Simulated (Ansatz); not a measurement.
# TaAs: density of states with PBEsol

Crystal: TaAs.

```
Ta As
1.0
    -1.72181    1.72181    5.86794
     1.72181   -1.72181    5.86794
     1.72181    1.72181   -5.86794
Ta As
2 2
Direct
  0.49997 0.49997 0.00000
  0.24997 0.74997 0.50000
  0.08263 0.08263 0.00000
  0.83263 0.33263 0.50000
```

The cell is a database's computed one.

```yaml
Program: Ansatz 0.2.0
Task: density of states
Functional: PBEsol
Potentials_or_basis: all-electron LAPW, scalar-relativistic
Cutoff: 272 eV (chosen from the basis error)
Basis_error_allowed: 0.002 eV/atom
k_mesh: 11 × 11 × 11
Occupations: fermi-dirac, width 0.05 eV
Spin: no spin polarisation
```

```yaml
Pressure: -3.8 GPa
Largest_force: 0.022 eV/Å
Band_gap_on_the_k_mesh: none (metal or under the smearing width)
```

Forces on the atoms (eV/Å):
```
Ta   0.000  0.000  0.022
Ta   0.000  0.000  0.022
As   0.000  0.000 -0.022
As   0.000  0.000 -0.022
```

Stress tensor (GPa, compression positive):
```
-3.57  0.00  0.00
 0.00 -3.57  0.00
 0.00  0.00 -4.19
```

Levels at points of the mesh, in eV from the Fermi level:
```tsv
k point	band 63	band 64	band 65	band 66	band 67	band 68	band 69	band 70
(0.00, 0.00, 0.00)	-2.35	-1.95	-1.62	-1.62	0.93	1.59	2.32	3.10
```

States per cell in windows of 1 eV (zero at the Fermi level; states under -8 eV left out):
```
from (eV)  total
     -8.0   0.09
     -7.0   1.26
     -6.0   2.14
     -5.0   2.16
     -4.0   3.03
     -3.0   3.04
     -2.0   2.40
     -1.0   1.88
      0.0   1.35
      1.0   2.48
      2.0   3.84
      3.0   4.11
      4.0   2.46
      5.0   1.65
      6.0   2.24
      7.0   2.05
```

It took 4.2 min on 2 threads of Arm Neoverse V1 (shared host), peak memory 1.3 GiB.

Caveat: the density of states is complete only up to the lowest level of the last band computed. Spin-orbit coupling is left out, which matters for the levels of Ta.
